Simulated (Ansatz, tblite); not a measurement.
# Zn(NH2)2 (ZnN₂H₄): charged states by level of theory

An exercise on one series of results from a longer session: the logs are not shown, and one member is left open.

Program: Ansatz 0.2.0, Gaussian basis. Level of theory: as each input shows. These are calculated values, not measurements.

The runs, in order: charge +1 doublet, at the geometry of the singlet (PBE0-D4/def2-TZVP, PBE-D4/def2-TZVP, r2SCAN-D4/def2-TZVP, LC-ωPBE(0.10)/def2-TZVP, LC-ωPBE(0.15)/def2-TZVP, LC-ωPBE(0.20)/def2-TZVP, LC-ωPBE(0.30)/def2-TZVP, CCSD(T)/def2-TZVPP); charge -1 doublet, at the geometry of the singlet (PBE0-D4/def2-TZVPD, PBE-D4/def2-TZVPD, r2SCAN-D4/def2-TZVPD, LC-ωPBE(0.10)/def2-TZVP, LC-ωPBE(0.15)/def2-TZVP, LC-ωPBE(0.20)/def2-TZVP, LC-ωPBE(0.30)/def2-TZVP); the starting singlet's energies come from earlier runs.

**The structure**

The singlet was relaxed beforehand with PBE-D4/def2-TZVP.

7 atoms, charge 0, spin multiplicity 1.

Atoms are counted from 1 here; the program's logs count them from 0.

Bond lengths: Zn1–N2 1.825 Å, Zn1–N5 1.825 Å, N2–H3 1.020 Å, N2–H4 1.021 Å, N5–H6 1.021 Å, N5–H7 1.020 Å. Angles: N2–Zn1–N5 172.4°, Zn1–N2–H3 115.1°, Zn1–N2–H4 115.3°, H3–N2–H4 107.4°, Zn1–N5–H6 115.3°, Zn1–N5–H7 115.1°, H6–N5–H7 107.3°.

Coordinates:

```xyz
7
charge 0, multiplicity 1
Zn    0.0362   -0.0372    0.0001
N     0.2442   -0.0021    1.8128
H    -0.0967    0.8434    2.2713
H    -0.1511   -0.7997    2.3122
N    -0.0041   -0.2469   -1.8124
H     0.8077    0.1186   -2.3115
H    -0.8363    0.1237   -2.2724
```

Set-up of the first run:

Contents of in.yaml:

```yaml
crystal:
  periodic: [false, false, false]
  atoms:
    - {symbol: Zn, position_ang: [0.036181, -0.037163, 0.000064]}
    - {symbol: N, position_ang: [0.244217, -0.002089, 1.812823]}
    - {symbol: H, position_ang: [-0.096718, 0.843421, 2.271278]}
    - {symbol: H, position_ang: [-0.151070, -0.799656, 2.312202]}
    - {symbol: N, position_ang: [-0.004106, -0.246851, -1.812437]}
    - {symbol: H, position_ang: [0.807737, 0.118584, -2.311541]}
    - {symbol: H, position_ang: [-0.836251, 0.123742, -2.272379]}
basis:
  gaussian: {orbitals: def2-SVP}
total_charge: 1
magnetization: {spin_polarized: true, initial_magnetization: 1}
hamiltonian: {xc: pbe0, dispersion: d4}
output: {orbitals: {seedname: orbitals}}
```

The run is started by

```
$ ansatz run in.yaml --threads 4 --pin off --events-out ev --progress --plain --max-ram 3916MiB
```

Among the steps run: Charge +1 doublet at the fixed geometry, first pass, PBE0-D4/def2-SVP; Charge +1 doublet at the fixed geometry, PBE0-D4/def2-TZVP; Charge +1 doublet at the fixed geometry, PBE-D4/def2-TZVP; Charge +1 doublet at the fixed geometry, r2SCAN-D4/def2-TZVP; Charge +1 doublet at the fixed geometry, LC-ωPBE(0.10)/def2-TZVP; Charge +1 doublet at the fixed geometry, LC-ωPBE(0.15)/def2-TZVP; Charge +1 doublet at the fixed geometry, LC-ωPBE(0.20)/def2-TZVP; Charge +1 doublet at the fixed geometry, LC-ωPBE(0.30)/def2-TZVP; Charge +1 doublet at the fixed geometry, CCSD(T)/def2-TZVPP.

One table of the session follows, with a row left open; its other results are not shown here.

It belongs to the step «Vertical ionisation energy». 

| method | vertical ionisation energy (eV) |
| --- | --- |
| HF/def2-TZVPP | 7.74 |
| PBE-D4/def2-TZVP | ? |
| r2SCAN-D4/def2-TZVP | 8.87 |
| PBE0-D4/def2-TZVP | 9.11 |
| MP2/def2-TZVPP | 9.47 |
| CCSD/def2-TZVPP | 9.17 |
| CCSD(T)/def2-TZVPP | 9.27 |

Q: Estimate the row for PBE-D4/def2-TZVP from the others.

As computed: vertical ionisation energy (eV): 8.79. In the column «vertical ionisation energy (eV)» it lies between HF/def2-TZVPP (7.74) and r2SCAN-D4/def2-TZVP (8.87).
